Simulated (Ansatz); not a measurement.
**BFGaH₆NSi: a ladder of functionals and wavefunction methods**

The task here is to estimate one member of a computed series from the others.

Method: functionals in def2-TZVPP, the program's frozen cores in correlated methods; program: Ansatz 0.2.0, Gaussian basis.

Levels to be run: LDA (SPW92), PBE-D4, revPBE-D4, BLYP-D4, r2SCAN-D4, B97M-V, PBE0-D4, B3LYP-D4, r2SCANh-D4, r2SCAN0-D4, HSE06-D4, BHLYP-D4, CAM-B3LYP-D4, LC-ωPBE, ωB97X-V, ωB97M-V, B2PLYP, PBE-QIDH; CCSD(T)/def2-SVP; CCSD(T)/def2-TZVPP; MP2/def2-QZVPP; extrapolation to the limit; RPA on PBE.

**Structure used throughout**

An earlier PBE0-D4 in a triple-zeta def2 set relaxation fixed the geometry.

SMILES `N[SiH]([GaH2])BF`, 11 atoms, charge 0, spin multiplicity 1.

Atoms are counted from 1 here; the program's logs count them from 0.

Bond lengths: N1–Si2 1.726 Å, N1–H6 1.006 Å, N1–H7 1.007 Å, Si2–Ga3 2.414 Å, Si2–B4 2.017 Å, Si2–H8 1.507 Å, Ga3–H9 1.577 Å, Ga3–H10 1.573 Å, B4–F5 1.325 Å, B4–H11 1.205 Å. Angles: Si2–N1–H6 120.7°, Si2–N1–H7 120.5°, H6–N1–H7 111.1°, N1–Si2–Ga3 110.3°, N1–Si2–B4 112.9°, N1–Si2–H8 116.1°, Ga3–Si2–B4 108.4°, Ga3–Si2–H8 104.0°, B4–Si2–H8 104.6°, Si2–Ga3–H9 120.5°, Si2–Ga3–H10 121.6°, H9–Ga3–H10 117.9°, Si2–B4–F5 122.0°, Si2–B4–H11 121.7°, F5–B4–H11 116.2°.

The first run:

Input file in.yaml:

```yaml
crystal:
  periodic: [false, false, false]
  atoms:
    - {symbol: N, position_ang: [-0.680094, 1.663557, 0.349493]}
    - {symbol: Si, position_ang: [0.145848, 0.333562, -0.377121]}
    - {symbol: Ga, position_ang: [1.428690, -0.861857, 1.281870]}
    - {symbol: B, position_ang: [-1.102334, -0.969976, -1.276639]}
    - {symbol: F, position_ang: [-2.417975, -0.888014, -1.143977]}
    - {symbol: H, position_ang: [-0.217807, 2.245991, 1.027737]}
    - {symbol: H, position_ang: [-1.365198, 2.186904, -0.171382]}
    - {symbol: H, position_ang: [1.158604, 0.682578, -1.437587]}
    - {symbol: H, position_ang: [1.686544, -0.228664, 2.702798]}
    - {symbol: H, position_ang: [2.053961, -2.273612, 0.980646]}
    - {symbol: H, position_ang: [-0.690219, -1.890470, -1.935839]}
basis:
  gaussian: {orbitals: def2-TZVPP}
hamiltonian: {xc: lda}
output: {orbitals: {seedname: orbitals}}
```

Run with:

```
> ansatz run in.yaml --threads 4 --pin off --events-out ev --progress --plain --max-ram 10444MiB
```

Among the steps run: LDA; PBE-D4 (GGA); revPBE-D4 (GGA); BLYP-D4 (GGA); r2SCAN-D4 (meta-GGA); B97M-V (meta-GGA); B3LYP-D4 (hybrid); r2SCANh-D4 (hybrid); r2SCAN0-D4 (hybrid); HSE06-D4 (hybrid); BHLYP-D4 (hybrid); CAM-B3LYP-D4 (range-separated); LC-ωPBE (range-separated); ωB97X-V (range-separated); ωB97M-V (range-separated); B2PLYP (double hybrid); PBE-QIDH (double hybrid).

One table of the session follows, with a row left open; its other results are not shown here.

It belongs to the step «Orbital energies across the functionals». 

```
  functional  HOMO (eV)  LUMO (eV)  gap (eV)
 LDA (SPW92)      -6.00      -3.20      2.80
      PBE-D4      -5.87      -2.94      2.93
   revPBE-D4      -5.82      -2.83      3.00
     BLYP-D4      -5.77      -2.85      2.92
   r2SCAN-D4      -6.16      -2.74      3.42
      B97M-V      -6.27      -2.91      3.36
     PBE0-D4      -7.09      -2.15      4.95
    B3LYP-D4      -6.90      -2.38      4.51
  r2SCANh-D4      -6.62      -2.46      4.16
  r2SCAN0-D4      -7.26      -2.04      5.22
    HSE06-D4      -6.70      -2.52      4.18
    BHLYP-D4      -8.10      -1.36      6.74
CAM-B3LYP-D4      -8.35      -1.20      7.15
     LC-ωPBE      -9.62      -0.04      9.58
     ωB97X-V      -9.31      -0.18      9.12
     ωB97M-V          ?          ?         ?
```

Estimate the missing values for ωB97M-V.

The run gave: HOMO (eV): -9.12; LUMO (eV): -0.40; gap (eV): 8.73. In the column «HOMO (eV)» it lies between ωB97X-V (-9.31) and CAM-B3LYP-D4 (-8.35).
